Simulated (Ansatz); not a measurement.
# CH5SSbSi: the cost of one run

Method: RKS PBE0-D4/def2-SVP, in Ansatz 0.2.0.

## (1) The system as given

Bond lengths: Si1–C2 1.811 Å, C2–S3 1.771 Å, C2–Sb4 2.190 Å, S3–Sb4 2.549 Å, Si1–H5 1.451 Å, Si1–H6 1.525 Å, Si1–H7 1.475 Å, C2–H8 1.074 Å, Sb4–H9 1.740 Å. Angles (14 of 16 angles, heavy atoms first): Si1–C2–S3 110.4°, Si1–C2–Sb4 111.8°, S3–C2–Sb4 79.3°, C2–S3–Sb4 57.6°, C2–Sb4–S3 43.1°, Si1–C2–H8 119.6°, S3–C2–H8 113.6°, Sb4–C2–H8 115.3°, C2–Si1–H5 113.2°, C2–Si1–H6 110.5°, C2–Si1–H7 111.0°, C2–Sb4–H9 88.3°, S3–Sb4–H9 88.6°, H5–Si1–H6 106.6°.

Coordinates:

```xyz
9

Si   -0.8045    0.9917    0.3646
C    -0.0481   -0.5948   -0.0708
S     0.9264   -1.2030    1.2768
Sb    1.9704   -0.3398   -0.8823
H     0.1255    1.9181    0.9833
H    -1.3458    1.6844   -0.8811
H    -1.9526    0.8001    1.2709
H    -0.6416   -1.3521   -0.5481
H     1.8587   -1.9509   -1.5304
```

## (2) Relaxing end A

Contents of input.yaml:

```yaml
crystal:
  periodic: [false, false, false]
  atoms:
    - { symbol: Si, position_ang: [-0.8045, 0.9917, 0.3646] }
    - { symbol: C, position_ang: [-0.0481, -0.5948, -0.0708] }
    - { symbol: S, position_ang: [0.9264, -1.203, 1.2768] }
    - { symbol: Sb, position_ang: [1.9704, -0.3398, -0.8823] }
    - { symbol: H, position_ang: [0.1255, 1.9181, 0.9833] }
    - { symbol: H, position_ang: [-1.3458, 1.6844, -0.8811] }
    - { symbol: H, position_ang: [-1.9526, 0.8001, 1.2709] }
    - { symbol: H, position_ang: [-0.6416, -1.3521, -0.5481] }
    - { symbol: H, position_ang: [1.8587, -1.9509, -1.5304] }
basis:
  gaussian: { orbitals: def2-SVP }
hamiltonian:
  xc: pbe0
  dispersion: d4
relax:
  f_tol: 0.02
  max_steps: 50
output:
  orbitals: {}
```

On the command line:

```bash
$ ansatz run input.yaml --threads 2 --pin off --max-ram 3072MiB --backend cpu --events-out ev --progress --plain --runs-dir out
```

What time and memory should one allow on 2 threads of Intel Xeon Platinum 8259CL at 2.50GHz (Skylake/Cascade Lake), shared host?

About 44 s, with a peak of 0.27 GiB.
